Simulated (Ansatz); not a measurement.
# Ta (sc type): how the settings move a single-point run

How sensitive is a single-point run of Ta (sc type) to its settings? A reference run comes first, then two runs with altered input.

Program: Ansatz 0.2.0. Level of theory: reference: DFT, LDA, PAW with other files of Ansatz's library (core large), scalar-relativistic. These are calculated values, not measurements.

### 1 The starting structure

Symmetry: Pm-3m, No. 221, cubic system. Conventional cell: a = 1.977 Å, b = 1.977 Å, c = 1.977 Å, α = 90.00°, β = 90.00°, γ = 90.00°. Around Ta (site symmetry m-3m) lie 6 Ta at 1.98 Å.

As a file:

```
Ta
1.0
     1.97682    0.00000    0.00000
     0.00000    1.97682    0.00000
     0.00000    0.00000    1.97682
Ta
1
Direct
  0.00000 0.00000 0.00000
```

### 2 The reference run

input.yaml reads:

```yaml
crystal:
  lattice:
    - [1.9768198352, 0.0, 0.0]
    - [0.0, 1.9768198352, 0.0]
    - [0.0, 0.0, 1.9768198352]
  atoms:
    - { symbol: Ta, position: [0.0, 0.0, 0.0] }
kpoints:
  mp_grid: { grid: [14, 14, 14] }
scf:
  occupations: { method: fermi_dirac, width: 0.05 }
hamiltonian:
  xc: lda
  pseudopotentials: { kind: paw, core: large }
output:
  forces: true
  stress: true
  eigenvalues: true
```

Run with:

```
$ ansatz run input.yaml --threads 1 --pin off --max-ram 2048MiB --backend cpu --events-out ev --progress --plain --runs-dir out
```

### 3 Variant: lower_state_search off, dispersion d4

Changes to input.yaml since step 2:

```diff
@@ -11,2 +11,3 @@
   occupations: { method: fermi_dirac, width: 0.05 }
+  lower_state_search: "off"
 hamiltonian:
@@ -14,2 +15,3 @@
   pseudopotentials: { kind: paw, core: large }
+  dispersion: d4
 output:
```

### 4 A further run, with the input changed

Changes to input.yaml since step 2:

```diff
@@ -11,2 +11,4 @@
   occupations: { method: fermi_dirac, width: 0.05 }
+  convergence: { dr2_threshold: 0.0001 }
+  n_extra_bands: 32
 hamiltonian:
@@ -18 +20,3 @@
   eigenvalues: true
+basis:
+  ecutwfc: "300 eV"
```

(Steps that only read results are left out.)

**Question.** What will these runs give? Wanted: for each run, ending; energy change; pressure; gap; force.

The runs gave:

| run | ending | energy change | pressure (GPa) | gap (eV) | force (eV/Å) | cycles | time |
| --- | --- | --- | --- | --- | --- | --- | --- |
| reference | converged | 0 | 1007.3 | 0.00 | 0.00 | 6 | 1.4 s |
| 1: lower_state_search off, dispersion d4 | converged | -692.2 meV/atom (dispersion and other settings together) | 995.2 | 0.00 | 0.00 | 6 | 2.1 s |
| 2: dr2_threshold 0.0001, n_extra_bands 32, ecutwfc 300 eV | converged | +60.9 meV/atom | 1010.7 | 0.00 | 0.00 | 6 | 1.7 s |

Residual by cycle in the longest SCF loop of each run; runs are numbered as in the table. The quantity is the density residual dr2, in eV.

| cycle | reference | run 1 | run 2 |
| --- | --- | --- | --- |
| 1 | 2.13 | 2.13 | 2.11 |
| 2 | 0.396 | 0.396 | 0.396 |
| 3 | 0.00101 | 0.00101 | 9.4e-4 |
| 4 | 3.7e-6 | 3.7e-6 | 5.1e-6 |
| 5 | 6.6e-8 | 6.6e-8 | 3.4e-7 |
| 6 | 1.1e-9 | 1.1e-9 | 1.0e-8 |

«dr2_threshold 0.0001, n_extra_bands 32, ecutwfc 300 eV» moves the energy by +60.9 meV/atom. Run 2 ran under the cutoff that the potentials recommend, as the log warns, so basis error is mixed into its values. The structure is not at rest: the sound run finds 1007 GPa, so these are no properties of the relaxed crystal. 

At pressures up to 1011 GPa the PAW spheres may overlap and frozen cores may not hold, so those PAW values are rough without an all-electron check.
